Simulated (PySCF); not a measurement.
# C3H5B2Cl: electronic excitations and core binding energies

Wanted: the electronic excitations and core binding energies of C3H5B2Cl (`BBC1=C(Cl)C1`), by calculation.

The runs use PySCF 2.14.0, with density-fitted response routines of our own; the level of theory stands in each step. All values are computed, except where a source is named. Atoms count from 0, in the outputs and in this text.

## Step 1: Starting geometry

11 atoms, charge 0, multiplicity 1; geometry from: GFN2-xTB.

Bonds of the start (Å): B0–B1 1.63, B1–C2 1.51, C2–C3 1.32, C3–Cl4 1.68, C3–C5 1.48, C5–C2 1.54, B0–H6 1.17, B0–H7 1.17, B1–H8 1.18, C5–H9 1.08, C5–H10 1.09.

## Step 2: TDDFT and polarisability: wB97X-D/def2-SVPD

Job settings and geometry (Å):

```
{"job": {"kind": "uv", "xc": "wB97X-D", "basis": "def2-SVPD", "nstates": 8, "ntriplets": 3}, "charge": 0, "multiplicity": 1}
B      2.299174     0.290178     0.192262
B      1.008394    -0.584086    -0.283614
C     -0.413615    -0.107669    -0.112952
C     -1.345534     0.822067    -0.085999
Cl    -1.830705     2.391268    -0.422227
C     -1.872326    -0.534868     0.161509
H      2.782341     0.192488     1.256806
H      2.836942     1.046896    -0.525002
H      1.125884    -1.645721    -0.780278
H     -2.125777    -0.828921     1.172628
H     -2.459353    -1.038962    -0.599097
```

With the program's defaults for keys left out, this is: TDDFT wB97X-D/def2-SVPD, vertical, gas phase, core orbitals frozen in the response.

Run with:

```bash
$ OMP_NUM_THREADS=1 python probes_run.py task.json out
```

The driver reads the jobs from task.json and runs them one after another.

What it wrote:

```text
coarse grid: 10160 points
cycle   1  E = -626.6522330269  dE =  9.651e-01  |g| = 3.432e-01  |ddm| = 5.228e+00
cycle   2  E = -626.6530271505  dE = -7.941e-04  |g| = 4.008e-01  |ddm| = 1.855e+00
cycle   3  E = -626.6903216854  dE = -3.729e-02  |g| = 3.963e-02  |ddm| = 1.030e+00
cycle   4  E = -626.6909866589  dE = -6.650e-04  |g| = 1.727e-02  |ddm| = 1.550e-01
cycle   5  E = -626.6910813485  dE = -9.469e-05  |g| = 5.161e-03  |ddm| = 5.627e-02
cycle   6  E = -626.6910941256  dE = -1.278e-05  |g| = 1.786e-03  |ddm| = 2.050e-02
cycle   7  E = -626.6910968783  dE = -2.753e-06  |g| = 6.727e-04  |ddm| = 9.057e-03
final grid: 94648 points
cycle   8  E = -626.7700490439  dE = -6.843e-05  |g| = 3.539e-03  |ddm| = 1.510e-01
cycle   9  E = -626.7700515466  dE = -2.503e-06  |g| = 2.380e-03  |ddm| = 2.024e-02
cycle  10  E = -626.7700529728  dE = -1.426e-06  |g| = 5.085e-04  |ddm| = 5.194e-03
cycle  11  E = -626.7700530829  dE = -1.101e-07  |g| = 1.789e-04  |ddm| = 1.800e-03
cycle  12  E = -626.7700530974  dE = -1.457e-08  |g| = 5.252e-05  |ddm| = 5.227e-04
cycle  13  E = -626.7700530996  dE = -2.117e-09  |g| = 2.946e-05  |ddm| = 2.861e-04
cycle  14  E = -626.7700531001  dE = -5.107e-10  |g| = 1.261e-05  |ddm| = 9.983e-05
converged SCF energy = -626.7700531001

Static polarisability (au): isotropic 80.216, principal 56.662 79.683 104.302

Singlet excitations
state   eV       nm        f      main configurations
  1   4.3060    287.9   0.09603   H->L 0.80, H-1->L 0.11
  2   4.8502    255.6   0.02486   H-1->L 0.59, H->L+1 0.23
  3   4.9736    249.3   0.05859   H->L+1 0.38, H-1->L 0.26, H-1->L+1 0.14
  4   5.4440    227.7   0.06237   H-2->L 0.86
  5   5.7183    216.8   0.00101   H-1->L+1 0.42, H->L+1 0.31, H-2->L+1 0.13
  6   6.4160    193.2   0.00063   H-3->L+1 0.58, H-4->L+1 0.29
  7   6.4803    191.3   0.01103   H-3->L 0.48, H-4->L 0.35
  8   6.6703    185.9   0.00643   H->L+2 0.55, H->L+3 0.31

Triplet excitations (Tamm-Dancoff, eV): 3.0558 4.2823 4.3539
```

It took 19 s on 1 thread of Arm Neoverse V1, shared host; peak memory 0.71 GiB.

Frontier orbitals and where they lie:

```csv
orbital,eV,atoms
HOMO−3,-11.88,"B0 33 %, H7 21 %, C2 10 %"
HOMO−2,-10.65,"Cl4 36 %, C3 13 %, C2 12 %"
HOMO−1,-10.15,"C5 25 %, B1 15 %, C2 15 %"
HOMO,-9.09,"C2 26 %, C3 21 %, Cl4 15 %"
LUMO,-0.39,"B1 32 %, C3 19 %, C2 17 %"
LUMO+1,0.25,"B0 51 %, B1 18 %, H7 11 %"
LUMO+2,1.94,"Cl4 25 %, B1 25 %, B0 16 %"
```

With each of the 8 states as a Gaussian band of 0.4 eV half-width at 1/e, the curve within the window shown has maxima at 283 nm (ε 4,300), 248 nm (ε 4,200), 190 nm (ε 700) L/(mol cm). Beyond the last state computed it falls off for lack of states. The curve at chosen wavelengths:

(nm, ε (L/mol/cm)): (178, 252), (184, 555), (190, 696), (197, 527), (203, 414), (209, 680), (215, 1412), (222, 2516), (228, 3272), (234, 3740), (240, 4020), (247, 4164), (253, 4114), (259, 3979), (265, 3912), (272, 4026), (278, 4200), (284, 4273), (290, 4112), (297, 3604), (303, 2980), (309, 2303), (315, 1673), (322, 1075), (328, 698), (334, 434)

Ground-state properties from the same run:

```csv
property,computed
dipole moment (D),0.58
polarisability (Å³),11.89
HOMO–LUMO gap (eV),8.70
−ε(HOMO) (eV),9.09
```

## Step 3: X-ray photoelectron lines: SCAN, X2C

Settings changed since step 2:

```diff
@@ -1,2 +1,2 @@
-{"job": {"kind": "uv", "xc": "wB97X-D", "basis": "def2-SVPD", "nstates": 8, "ntriplets": 3}, "charge": 0, "multiplicity": 1}
+{"job": {"kind": "xps"}, "charge": 0, "multiplicity": 1}
 B      2.299174     0.290178     0.192262
```

Method: delta-SCF UKS SCAN, pcX-2 on the ionised atom, pcseg-1 elsewhere, spin-free X2C.

What it wrote:

```text
ground state, core basis on atom 0 (B), 144 functions
  cycle   1  E = -628.25993779  |g| = 3.95e-01
  cycle   2  E = -628.12470844  |g| = 7.83e-01
  cycle   3  E = -628.29893806  |g| = 1.79e-01
  cycle   4  E = -628.30773773  |g| = 4.52e-02
  cycle   5  E = -628.30819814  |g| = 2.15e-02
  cycle   6  E = -628.30833846  |g| = 3.35e-03
  cycle   7  E = -628.30834103  |g| = 1.57e-03
  cycle   8  E = -628.30834186  |g| = 6.68e-04
  cycle   9  E = -628.30834270  |g| = 1.27e-04
  E(ground) = -628.32016750 Eh
hole in B 1s of atom 0
  cycle   1  E = -620.70679530  |g| = 1.15e+00
  cycle   2  E = -618.16093072  |g| = 2.04e+00
  cycle   3  E = -620.73828729  |g| = 7.01e-01
  cycle   4  E = -620.99392445  |g| = 4.74e-01
  cycle   5  E = -620.88271139  |g| = 5.39e-01
  cycle   6  E = -621.10488164  |g| = 1.54e-01
  cycle   7  E = -621.04113173  |g| = 3.26e-01
  cycle   8  E = -621.07204533  |g| = 2.49e-01
  cycle   9  E = -621.08954142  |g| = 2.08e-01
  cycle  10  E = -621.12369965  |g| = 9.54e-02
  cycle  11  E = -621.07585219  |g| = 2.41e-01
  cycle  12  E = -621.08179446  |g| = 2.27e-01
  cycle  13  E = -621.07923804  |g| = 2.34e-01
  cycle  14  E = -621.07863728  |g| = 2.35e-01
  cycle  15  E = -621.08143283  |g| = 2.26e-01
  cycle  16  E = -621.08246123  |g| = 2.24e-01
  cycle  17  E = -621.10877510  |g| = 1.47e-01
  cycle  18  E = -621.11007940  |g| = 1.44e-01
  cycle  19  E = -621.10806546  |g| = 1.52e-01
  cycle  20  E = -621.10340466  |g| = 1.63e-01
  cycle  21  E = -621.10667729  |g| = 1.55e-01
  cycle  22  E = -621.10384514  |g| = 1.62e-01
  cycle  23  E = -621.09957594  |g| = 1.77e-01
  cycle  24  E = -621.10638291  |g| = 1.58e-01
  cycle  25  E = -621.11555002  |g| = 1.23e-01
  cycle  26  E = -621.11607721  |g| = 1.21e-01
  cycle  27  E = -621.12510348  |g| = 7.24e-02
  cycle  28  E = -621.12896825  |g| = 5.23e-02
  cycle  29  E = -621.12962091  |g| = 4.23e-02
  cycle  30  E = -621.12971114  |g| = 3.95e-02
  cycle  31  E = -621.13072913  |g| = 1.32e-02
  cycle  32  E = -621.13092509  |g| = 5.26e-03
  cycle  33  E = -621.13085475  |g| = 9.05e-03
  cycle  34  E = -621.13094301  |g| = 6.34e-04
  cycle  35  E = -621.13094100  |g| = 1.11e-03
  cycle  36  E = -621.13094298  |g| = 2.92e-04
  E(ion) = -621.14180140 Eh   <S^2> = 1.3370   hole on atom = 1.000   binding energy = 195.333 eV
ground state, core basis on atom 1 (B), 144 functions
  cycle   1  E = -628.30859884  |g| = 4.86e-02
  cycle   2  E = -628.30836873  |g| = 3.47e-02
  cycle   3  E = -628.30830058  |g| = 3.85e-02
  cycle   4  E = -628.30872816  |g| = 9.57e-03
  cycle   5  E = -628.30875154  |g| = 1.36e-03
  cycle   6  E = -628.30875271  |g| = 2.88e-04
  E(ground) = -628.32072117 Eh
hole in B 1s of atom 1
  cycle   1  E = -620.71157721  |g| = 1.17e+00
  cycle   2  E = -618.30473951  |g| = 2.08e+00
  cycle   3  E = -620.70640306  |g| = 7.64e-01
  cycle   4  E = -621.06358207  |g| = 3.87e-01
  cycle   5  E = -621.11650585  |g| = 2.16e-01
  cycle   6  E = -621.14642626  |g| = 4.80e-02
  cycle   7  E = -621.14792896  |g| = 3.12e-02
  cycle   8  E = -621.14858529  |g| = 2.65e-02
  cycle   9  E = -621.14923598  |g| = 1.50e-02
  cycle  10  E = -621.14965815  |g| = 1.26e-02
  cycle  11  E = -621.14981548  |g| = 4.97e-03
  cycle  12  E = -621.14983594  |g| = 2.41e-03
  cycle  13  E = -621.14984367  |g| = 5.61e-04
  cycle  14  E = -621.14984470  |g| = 3.24e-04
  E(ion) = -621.16109723 Eh   <S^2> = 1.0462   hole on atom = 1.000   binding energy = 194.823 eV
ground state, core basis on atom 2 (C), 144 functions
  cycle   1  E = -628.31966681  |g| = 5.96e-02
  cycle   2  E = -628.31904658  |g| = 5.12e-02
  cycle   3  E = -628.31892659  |g| = 5.53e-02
  cycle   4  E = -628.31978522  |g| = 5.81e-03
  cycle   5  E = -628.31979369  |g| = 9.84e-04
  cycle   6  E = -628.31979539  |g| = 2.30e-04
  E(ground) = -628.33131877 Eh
hole in C 1s of atom 2
  cycle   1  E = -617.05422306  |g| = 1.52e+00
  cycle   2  E = -615.49107347  |g| = 2.27e+00
  cycle   3  E = -617.48844201  |g| = 5.21e-01
  cycle   4  E = -617.56903506  |g| = 3.50e-01
  cycle   5  E = -617.64015081  |g| = 1.31e-01
  cycle   6  E = -617.64709706  |g| = 4.56e-02
  cycle   7  E = -617.64821777  |g| = 1.55e-02
  cycle   8  E = -617.64841461  |g| = 6.33e-03
  cycle   9  E = -617.64845437  |g| = 3.71e-03
  cycle  10  E = -617.64848361  |g| = 2.27e-03
  cycle  11  E = -617.64849126  |g| = 8.48e-04
  cycle  12  E = -617.64849338  |g| = 2.42e-04
  E(ion) = -617.65801088 Eh   <S^2> = 0.8025   hole on atom = 1.000   binding energy = 290.436 eV
ground state, core basis on atom 3 (C), 144 functions
  cycle   1  E = -628.32153653  |g| = 6.16e-02
  cycle   2  E = -628.32084505  |g| = 5.58e-02
  cycle   3  E = -628.32090810  |g| = 5.31e-02
  cycle   4  E = -628.32167932  |g| = 9.70e-03
  cycle   5  E = -628.32170555  |g| = 1.58e-03
  cycle   6  E = -628.32170615  |g| = 2.66e-04
  E(ground) = -628.33266716 Eh
hole in C 1s of atom 3
  cycle   1  E = -616.99004933  |g| = 1.52e+00
  cycle   2  E = -612.17986501  |g| = 2.98e+00
  cycle   3  E = -613.05626088  |g| = 1.85e+00
  cycle   4  E = -617.07507167  |g| = 8.22e-01
  cycle   5  E = -617.39279616  |g| = 5.39e-01
  cycle   6  E = -617.55810352  |g| = 2.26e-01
  cycle   7  E = -617.58884160  |g| = 5.66e-02
  cycle   8  E = -617.59062198  |g| = 2.42e-02
  cycle   9  E = -617.59104275  |g| = 1.00e-02
  cycle  10  E = -617.59117146  |g| = 6.59e-03
  cycle  11  E = -617.59127175  |g| = 4.48e-03
  cycle  12  E = -617.59131557  |g| = 2.20e-03
  cycle  13  E = -617.59132134  |g| = 9.12e-04
  cycle  14  E = -617.59132310  |g| = 4.84e-04
  E(ion) = -617.59869904 Eh   <S^2> = 0.8505   hole on atom = 1.000   binding energy = 292.086 eV
ground state, core basis on atom 4 (Cl), 155 functions
  cycle   1  E = -628.50344384  |g| = 4.87e-01
  cycle   2  E = -628.50294103  |g| = 7.16e-02
  cycle   3  E = -628.49838834  |g| = 1.42e-01
  cycle   4  E = -628.50367574  |g| = 2.68e-02
  cycle   5  E = -628.50386863  |g| = 6.00e-03
  cycle   6  E = -628.50387698  |g| = 1.26e-03
  cycle   7  E = -628.50387786  |g| = 2.40e-04
  E(ground) = -628.50104916 Eh
hole in Cl 1s of atom 4
  cycle   1  E = -523.26349805  |g| = 5.47e+00
  cycle   2  E = -521.84741142  |g| = 2.70e+00
  cycle   3  E = -512.62272035  |g| = 3.11e+00
  cycle   4  E = -524.42847667  |g| = 3.53e-01
  cycle   5  E = -524.46135118  |g| = 2.98e-01
  cycle   6  E = -524.51034650  |g| = 9.44e-02
  cycle   7  E = -524.51518020  |g| = 2.10e-02
  cycle   8  E = -524.51541856  |g| = 6.01e-03
  cycle   9  E = -524.51543800  |g| = 4.15e-03
  cycle  10  E = -524.51544764  |g| = 1.99e-03
  cycle  11  E = -524.51545083  |g| = 1.03e-03
  cycle  12  E = -524.51545264  |g| = 7.59e-04
  cycle  13  E = -524.51545563  |g| = 6.41e-04
  cycle  14  E = -524.51545810  |g| = 6.01e-04
  cycle  15  E = -524.51546062  |g| = 5.62e-04
  cycle  16  E = -524.51546931  |g| = 4.00e-04
  E(ion) = -524.52044241 Eh   <S^2> = 0.7569   hole on atom = 1.000   binding energy = 2829.456 eV
hole in Cl 2p of atom 4
  cycle   1  E = -620.39940057  |g| = 1.70e+00
  cycle   2  E = -618.54883001  |g| = 1.99e+00
  cycle   3  E = -619.84135420  |g| = 1.16e+00
  cycle   4  E = -620.82474127  |g| = 2.93e-01
  cycle   5  E = -620.85354976  |g| = 1.86e-01
  cycle   6  E = -620.87102124  |g| = 4.55e-02
  cycle   7  E = -620.87206196  |g| = 1.50e-02
  cycle   8  E = -620.87217849  |g| = 5.27e-03
  cycle   9  E = -620.87219502  |g| = 1.21e-03
  cycle  10  E = -620.87219726  |g| = 8.30e-04
  cycle  11  E = -620.87219849  |g| = 6.11e-04
  cycle  12  E = -620.87219926  |g| = 5.55e-04
  cycle  13  E = -620.87220086  |g| = 5.18e-04
  cycle  14  E = -620.87220450  |g| = 4.61e-04
  E(ion) = -620.87749625 Eh   <S^2> = 0.7531   hole on atom = 1.001   binding energy = 207.447 eV
  2p3/2 = 206.843 eV   2p1/2 = 208.498 eV
ground state, core basis on atom 5 (C), 144 functions
  cycle   1  E = -628.31874323  |g| = 5.90e-02
  cycle   2  E = -628.31869179  |g| = 2.58e-02
  cycle   3  E = -628.31862795  |g| = 2.87e-02
  cycle   4  E = -628.31884860  |g| = 8.50e-03
  cycle   5  E = -628.31886988  |g| = 3.04e-03
  cycle   6  E = -628.31887156  |g| = 1.93e-04
  E(ground) = -628.32957580 Eh
hole in C 1s of atom 5
  cycle   1  E = -617.04446955  |g| = 1.51e+00
  cycle   2  E = -615.75781322  |g| = 2.15e+00
  cycle   3  E = -617.52017138  |g| = 4.34e-01
  cycle   4  E = -617.56253950  |g| = 3.25e-01
  cycle   5  E = -617.62031583  |g| = 9.75e-02
  cycle   6  E = -617.62469737  |g| = 2.77e-02
  cycle   7  E = -617.62493348  |g| = 2.27e-02
  cycle   8  E = -617.62522132  |g| = 6.38e-03
  cycle   9  E = -617.62525236  |g| = 1.97e-03
  cycle  10  E = -617.62525944  |g| = 1.18e-03
  cycle  11  E = -617.62526146  |g| = 4.90e-04
  E(ion) = -617.63350874 Eh   <S^2> = 0.7747   hole on atom = 1.000   binding energy = 291.055 eV
```

Wall time 72 s (1 thread of Arm Neoverse V1, shared host); peak memory 0.59 GiB.

Binding energies by hole, beside the orbital energy of the ground state; the difference holds orbital relaxation and, for a density functional, its self-interaction error:

```csv
hole,stands for,environment,ΔSCF (eV; 2p as the shell's mean),−ε (eV),⟨S²⟩
B1s on B0,B0,"boron bonded to B, 2 H",195.33 (doubtful),179.9,1.337
B1s on B1,B1,"boron bonded to C, B, H",194.82 (doubtful),179.8,1.046
C1s on C2,C2,fully substituted alkene carbon,290.44,274.2,0.803
C1s on C3,C3,fully substituted alkene carbon,292.09 (doubtful),276.0,0.850
Cl1s on Cl4,Cl4,chlorine bonded to C,2829.46,2764.7,0.757
Cl2p on Cl4,Cl4,chlorine bonded to C,207.39,194.5,0.753
C1s on C5,C5,three-membered-ring carbon,291.05,274.5,0.775
```

Doubtful: the ion did not converge, its hole moved, or its ⟨S²⟩ is well above 0.75.

With the spin-orbit splitting: Cl4 2p3/2 206.84, 2p1/2 208.50 eV. The table gives each 2p level as the mean over the whole 2p shell (two parts 2p3/2, one part 2p1/2), which differs a little from the single hole in the log.

## Step 4: Results

| quantity | value |
| --- | --- |
| lowest singlet (wB97X-D/def2-SVPD) | 4.31 eV (288 nm), f = 0.096 |
| lowest triplet | 3.06 eV |
| C1s binding energies, SCAN/pcX-2 (standing for 2 of 3 atoms) | C5 291.05, C2 290.44 eV |
| Cl1s binding energies, SCAN/pcX-2 | Cl4 2829.46 eV |
| Cl2p binding energies, SCAN/pcX-2 | Cl4 207.39 eV |

In words: The first singlet state (HOMO→LUMO 0.80, HOMO−1→LUMO 0.11) lies at 4.31 eV and is bright. The lowest triplet lies 1.25 eV below the lowest singlet (triplets in Tamm-Dancoff, singlets in full TDDFT). C5 (three-membered-ring carbon) binds its C1s electron 0.62 eV more tightly than C2 (fully substituted alkene carbon). Only 2 of the 3 C atoms are covered by sound results.
